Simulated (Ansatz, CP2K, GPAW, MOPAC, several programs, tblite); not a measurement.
# What cheap methods get right for Sr2TeO

Aim: run Sr2TeO through methods of unlike cost and see what each gets, and at what price.

Program: MOPAC, tblite, CP2K, GPAW, Ansatz (versions at each run). Level of theory: no spin polarisation, static lattice; gaps from single points on the cell relaxed beforehand with r²SCAN. These are calculated values, not measurements.

4 further runs of the same task are left out: 4 set aside as unsound or not needed.

### Step 1. Starting point

Symmetry: R-3m, No. 166, trigonal system. The conventional cell has a = 4.138 Å, b = 4.138 Å, c = 21.106 Å, α = 90.00°, β = 90.00°, γ = 120.00°. O (site symmetry -3m) is surrounded by 6 Sr at 2.76 Å. Around Te (site symmetry -3m) lie 6 Sr at 3.21 Å. Sr (site symmetry 3m) has 3 O at 2.76 Å and 3 Te at 3.21 Å as nearest neighbours.

Coordinates:

```cif
data_structure
_symmetry_space_group_name_H-M 'R-3m:H'
_symmetry_Int_Tables_number 166
_cell_length_a 4.1377
_cell_length_b 4.1377
_cell_length_c 21.1064
_cell_angle_alpha 90.000
_cell_angle_beta 90.000
_cell_angle_gamma 120.000
_cell_volume 312.94
loop_
_atom_site_label
_atom_site_type_symbol
_atom_site_symmetry_multiplicity
_atom_site_Wyckoff_symbol
_atom_site_fract_x
_atom_site_fract_y
_atom_site_fract_z
_atom_site_occupancy
O1 O 3 a 0.00000 0.00000 0.00000 1
Te1 Te 3 b 0.66667 0.33333 0.83333 1
Sr1 Sr 6 c 0.33333 0.66667 0.93483 1
```

The structure type (ordered alloy on rocksalt lattice) is imposed and need not be the compound's stable one.

**Question.** The methods are PM6, PM7, GFN1-xTB (tblite), PBE/DZVP, PBE/single-zeta, PBE/SZV, coarse PBE, GLLB-SC, PBE, r2SCAN. What gap does r2SCAN give on this cell, and which other methods (full PBE left aside) come nearest to r2SCAN and farthest in gap, volume and bulk modulus?

| quantity | value |
| --- | --- |
| r2SCAN | gap 1.43 eV, 26.08 Å³/atom, B₀ 53 GPa |
| gap: nearest and farthest of the other methods | coarse PBE (-0.35 eV), PM7 (+6.28 eV) |
| volume: nearest and farthest of the other methods | coarse PBE (+0.4 %), PBE/DZVP (+2.2 %) |
| bulk modulus: nearest and farthest of the other methods | coarse PBE (+2 %), PBE/DZVP (-7 %) |

What this shows: For the gap, of the 6 methods compared (full PBE left aside), coarse PBE comes nearest to r2SCAN and PM7 is farthest. For the volume, of the 2 methods compared (full PBE left aside), coarse PBE comes nearest to r2SCAN and PBE/DZVP is farthest. Among the 2 methods compared for the bulk modulus (full PBE left aside), coarse PBE is nearest to r2SCAN and PBE/DZVP farthest. A minimal basis or a coarse cutoff and mesh shifts results by its own error, so closeness to r2SCAN can be chance. Cluster runs see only the k-points that fold onto the zone centre, so their gaps can miss the band edges. GLLB-SC is compared with its derivative discontinuity added. GFN1-xTB (tblite), PM6 ended in an unphysical state and are left out of the comparison. No volume is given for PM7, PBE/single-zeta, PBE/SZV, which can hide a larger miss. CPU times run from 1.9 s (coarse PBE) to 2.4 min (GLLB-SC). On this cell PBE/DZVP, PBE/single-zeta, GLLB-SC cost more than r2SCAN itself (34 s), so they are no saving here. PBE/SZV disagrees with r2SCAN even on whether there is a gap. r2SCAN is a yardstick, not the truth: it usually gives gaps below the measured ones. Spin-orbit coupling is left out throughout.
